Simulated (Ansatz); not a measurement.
# BrClF2Sn: small, medium and large basis sets

The task here is to estimate one member of a computed series from the others.

Method: one geometry, several basis sets; program: Ansatz 0.2.0, Gaussian basis.

The runs, in order: PBE0-D4/def2-SVP; ωB97M-V/def2-SVP; PBE0-D4/def2-QZVPP; ωB97M-V/def2-QZVPP; the functionals' def2-TZVPP values are taken from earlier runs.

### The relaxed structure

The geometry comes from an earlier relaxation with PBE0-D4 in a triple-zeta def2 set; it is a stationary point. Sn takes the def2 core potential; no spin-orbit term is included.

SMILES `[F][Sn]([F])([Cl])[Br]`, 5 atoms, charge 0, spin multiplicity 1.

Atoms are counted from 1 here; the program's logs count them from 0.

Bond lengths: F1–Sn2 1.889 Å, Sn2–F3 1.889 Å, Sn2–Cl4 2.274 Å, Sn2–Br5 2.416 Å. Angles: F1–Sn2–F3 104.9°, F1–Sn2–Cl4 108.5°, F1–Sn2–Br5 109.8°, F3–Sn2–Cl4 108.5°, F3–Sn2–Br5 109.8°, Cl4–Sn2–Br5 114.7°.

The first run:

in.yaml

```yaml
crystal:
  periodic: [false, false, false]
  atoms:
    - {symbol: F, position_ang: [-0.065466, -0.337030, 1.880440]}
    - {symbol: Sn, position_ang: [0.030035, -0.051291, 0.015627]}
    - {symbol: F, position_ang: [1.519633, -1.062462, -0.556151]}
    - {symbol: Cl, position_ang: [-1.841930, -0.915129, -0.944978]}
    - {symbol: Br, position_ang: [0.407628, 2.292211, -0.436438]}
basis:
  gaussian: {orbitals: def2-SVP}
hamiltonian: {xc: pbe0, dispersion: d4}
output: {orbitals: {seedname: orbitals}}
```

Steps of the session up to this table: PBE0-D4 in def2-SVP; ωB97M-V in def2-SVP; PBE0-D4 in def2-QZVPP; ωB97M-V in def2-QZVPP.

One table of the session follows, with a row left open; its other results are not shown here.

It belongs to the step «Functionals by basis». 

```
functional       basis  HOMO (eV)  LUMO (eV)
   PBE0-D4    def2-SVP          ?          ?
   PBE0-D4  def2-TZVPP      -9.67      -3.33
   PBE0-D4  def2-QZVPP      -9.67      -3.34
   ωB97M-V    def2-SVP     -11.77      -1.07
   ωB97M-V  def2-TZVPP     -11.90      -1.26
   ωB97M-V  def2-QZVPP     -11.91      -1.32
```

Q: Estimate the row for PBE0-D4, def2-SVP from the others.

As computed: HOMO (eV): -9.58; LUMO (eV): -3.23. In the column «HOMO (eV)» it is the highest.
